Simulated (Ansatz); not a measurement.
# TiAl3H: the cost of one run

Method: DFT LDA, scalar-relativistic, plane waves, PAW, in Ansatz 0.2.0.

8 further runs of the same task are left out: 8 set aside as unsound or not needed.

## Step 1: The system as given

It takes space group P2 (No. 3, monoclinic). The conventional cell has a = 5.013 Å, b = 22.068 Å, c = 5.013 Å, α = 90.00°, β = 115.59°, γ = 90.00°. Al (site symmetry 2) is surrounded by 5 Al at 2.67 to 2.84 Å and 2 Ti at 2.84 Å. Around Ti (site symmetry 2) lie 11 Al at 2.67 to 2.88 Å. Al (site symmetry 2) is surrounded by 3 Ti at 2.66 to 2.67 Å and 8 Al at 2.84 to 2.88 Å. Al (site symmetry 2) has 7 Al at 2.67 to 2.88 Å and 4 Ti at 2.80 to 2.88 Å as nearest neighbours. Ti (site symmetry 2) is surrounded by 2 H at 1.55 Å. Al (site symmetry 2) has 3 Ti at 2.67 to 2.73 Å and 4 Al at 2.83 Å and 2 H at 2.83 Å as nearest neighbours. Only part of the 9 independent sites is listed.

Coordinates:

```cif
data_structure
_symmetry_space_group_name_H-M 'P 1'
_symmetry_Int_Tables_number 1
_cell_length_a 5.0133
_cell_length_b 5.0133
_cell_length_c 22.0677
_cell_angle_alpha 90.000
_cell_angle_beta 90.000
_cell_angle_gamma 64.415
_cell_volume 500.25
loop_
_atom_site_label
_atom_site_type_symbol
_atom_site_fract_x
_atom_site_fract_y
_atom_site_fract_z
_atom_site_occupancy
Al1 Al 0.50000 0.00000 0.18126 1
Al2 Al 0.00000 0.50000 0.18126 1
Ti1 Ti 0.50000 0.50000 0.24180 1
Al3 Al 0.00000 0.00000 0.24180 1
Al4 Al 0.00000 0.50000 0.30612 1
Al5 Al 0.50000 0.00000 0.30612 1
Ti2 Ti 0.00000 0.00000 0.36244 1
Al6 Al 0.50000 0.50000 0.36559 1
H1 H 0.00000 0.90834 0.42948 1
H2 H 0.00000 0.09166 0.42948 1
```

This is the geometry of the first run shown, built on a cell relaxed beforehand with the same method.

## Step 2: What is varied

Atoms count from 1 in the order of the input.

H2 lies flat over one site of a rigid substrate while its bond length and height are varied.

First coordinate, distance H9-H10: 8 values from 0.650 to 2.650 Å. Second coordinate, height of the H2 axis above the plane of Al8: 9 values from 0.45 to 3.60 Å.

Nothing else is relaxed. Points are written as (first, second).

## Step 3: Point (0.919 Å, 1.41 Å)

The cell repeats along c, and a dipole correction in the vacuum removes the field between the copies.

input.yaml reads:

```yaml
crystal:
  lattice:
    - [5.0133158832, 0.0, 0.0]
    - [2.1650041019, 4.5217356605, 0.0]
    - [0.0, 0.0, 22.0677223531]
  atoms:
    - { symbol: Al, position: [0.5, 0.0, 0.1812602105] }
    - { symbol: Al, position: [0.0, 0.5, 0.1812602105] }
    - { symbol: Ti, position: [0.5, 0.5, 0.2418017965] }
    - { symbol: Al, position: [0.0, 0.0, 0.2418017965] }
    - { symbol: Al, position: [0.0, 0.5, 0.3061179612] }
    - { symbol: Al, position: [0.5, 0.0, 0.3061179612] }
    - { symbol: Ti, position: [0.0, 0.0, 0.3624433202] }
    - { symbol: Al, position: [0.5, 0.5, 0.3655892631] }
    - { symbol: H, position: [0.0, -0.0916559041, 0.4294834873] }
    - { symbol: H, position: [0.0, 0.0916559041, 0.4294834873] }
basis:
  ecutwfc: 420
kpoints:
  mp_grid: { grid: [6, 6, 1] }
hamiltonian:
  xc: lda
  pseudopotentials: { kind: paw, azcp: { folder: soft_1 } }
scf:
  occupations: { method: gaussian, width: 0.1 }
output:
  forces: true
  eigenvalues: true
efield:
  axis: 3
  dipole_correction: true
  ramp_width: 0.04
```

Command:

```sh
$ ansatz run input.yaml --threads 1 --pin off --max-ram 3072MiB --backend cpu --events-out ev --progress --plain --runs-dir out
```

Q: Estimate wall time and peak memory on 1 thread of Arm Neoverse V1, shared host.

About 36 s, with a peak of 0.59 GiB.
